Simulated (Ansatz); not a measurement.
Consider an atomisation energy of C2H6GeS, SMILES C[CH]1[S][GeH2]1 (Ansatz 0.2.0 through its Python package).

`tae.py`:
```python
'''Energy to split C2H6GeS into its atoms.'''

from collections import Counter

import ansatz as az


def energy_of(molecule, charge=0, unpaired=0):
    calc = molecule.calculation().basis(gaussian='def2-SVPD').functional('b3lyp')
    if charge:
        calc = calc.charge(charge)
    if unpaired:
        calc = calc.spin('collinear', total=unpaired)
    return calc.run(threads=1, backend='cpu').report['free_energy_ev']


def main() -> None:
    geometry_ang = [
        ('C', (-0.6573, 0.2463, -1.0916)),
        ('C', (-0.3915, -0.5582, 0.1209)),
        ('S', (0.9758, -1.6289, -0.1309)),
        ('Ge', (1.0199, 0.22, 1.2492)),
        ('H', (-1.243, -0.3365, -1.8667)),
        ('H', (-1.3578, 1.1546, -0.8071)),
        ('H', (0.2441, 0.6969, -1.5691)),
        ('H', (-1.2054, -1.0066, 0.6436)),
        ('H', (0.9138, -0.2056, 2.7831)),
        ('H', (1.7847, 1.367, 0.6716)),
    ]
    system = az.Crystal.molecule()
    for symbol, xyz in geometry_ang:
        system = system.atom(symbol, xyz)

    # Hund ground states
    unpaired = {'C': 2, 'S': 2, 'Ge': 2, 'H': 1}
    counts = Counter(site.symbol for site in system.cartesian_sites)
    atom_energy = {s: energy_of(az.Crystal.molecule().atom(s, (0, 0, 0)), 0, unpaired[s]) for s in counts}
    whole = energy_of(system, 0, 0)
    for s, e in atom_energy.items():
        print(f'{s:2s} x{counts[s]}  {e:14.5f} eV')
    print(f'C2H6GeS: {whole:.5f} eV')
    split = sum(counts[s] * e for s, e in atom_energy.items()) - whole
    print(f'atomisation energy (no zero-point term): {split:.3f} eV, {split / sum(counts.values()):.3f} eV an atom')


if __name__ == '__main__':
    main()
```

What does it cost to take this molecule apart into atoms?

34.484 eV from the electronic energies, without the zero-point term.

The run itself:

```console
$ python tae.py
C  x2     -1028.99694 eV
S  x1    -10830.18563 eV
Ge x1    -56510.00658 eV
H  x6       -13.63995 eV
C2H6GeS: -69514.50960 eV
atomisation energy (no zero-point term): 34.484 eV, 3.448 eV an atom
```

Notes:
- Total energies depend on the basis set; only differences at equal settings carry meaning.
- The geometry is a force-field or estimated start, not a minimum of this method, and the basis set is short of its limit. All parts are taken at fixed geometry, without zero-point energy.
- b3lyp holds the VWN-RPA fit, as in Gaussian; the form of ORCA and Turbomole is b3lyp5.
- Hardware and time: 9.4 s on 1 thread of Arm Neoverse V1 (shared host), peak memory 0.4 GiB.

(Lines on the test bed's own set-up are left out of the output.)
